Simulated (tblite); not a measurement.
# C7H15BSi: the cost of one run

The runs use tblite 0.8.0 and PySCF 2.14.0, with density-fitted response routines of our own; the level of theory stands in each step. All values are computed, except where a source is named. Atoms count from 0, in the outputs and in this text.

## Step 1: Starting geometry

24 atoms, charge 0, multiplicity 1; geometry from: force field or distance geometry start.

Bonds of the start (Å): C0–C1 1.22, C1–C2 1.48, C2–Si3 1.88, Si3–C4 1.86, Si3–C5 1.88, Si3–C6 1.83, C6–B7 1.60, B7–C8 1.59, C0–H9 1.05, C2–H10 1.10, C2–H11 1.10, C4–H12 1.10, C4–H13 1.10, C4–H14 1.09, C5–H15 1.11, C5–H16 1.12, C5–H17 1.11, C6–H18 1.12, C6–H19 1.11, B7–H20 1.18, C8–H21 1.12, C8–H22 1.13, C8–H23 1.12.

## Step 2: Geometry optimisation with GFN2-xTB

The job: settings as JSON, then the geometry in Å.

```
{"job": {"kind": "relax", "xc": "GFN2-xTB", "basis": "xTB"}, "charge": 0, "multiplicity": 1}
C      3.611500     1.198400     0.452400
C      2.640800     0.619600     0.905900
C      1.482600    -0.107600     1.473900
Si     0.418100    -0.553000    -0.005300
C      1.086400     0.293300    -1.526800
C      0.716800    -2.379600    -0.310600
C     -1.379700    -0.295300     0.230300
B     -1.862500     1.192500    -0.106200
C     -3.395100     1.269100    -0.520900
H      4.445200     1.697700     0.058700
H      0.954900     0.523400     2.205200
H      1.830500    -1.018000     1.978700
H      2.054800    -0.191300    -1.701900
H      1.180000     1.360900    -1.264900
H      0.384800     0.069700    -2.333600
H     -0.102700    -2.689700    -0.998800
H      1.700700    -2.456200    -0.840100
H      0.710300    -2.988400     0.614100
H     -1.900300    -0.929900    -0.537200
H     -1.789700    -0.574300     1.218900
H     -1.436700     2.099500     0.515500
H     -3.532000     1.936300    -1.406100
H     -4.017200     1.685100     0.322200
H     -3.813200     0.257700    -0.748800
```

Run with:

```console
$ OMP_NUM_THREADS=1 python probes_run.py task.json out
```

The driver reads the jobs from task.json and runs them one after another.

Q: Estimate the wall time of this first job on 1 thread of Arm Neoverse V1, shared host.

About 2.3 s.
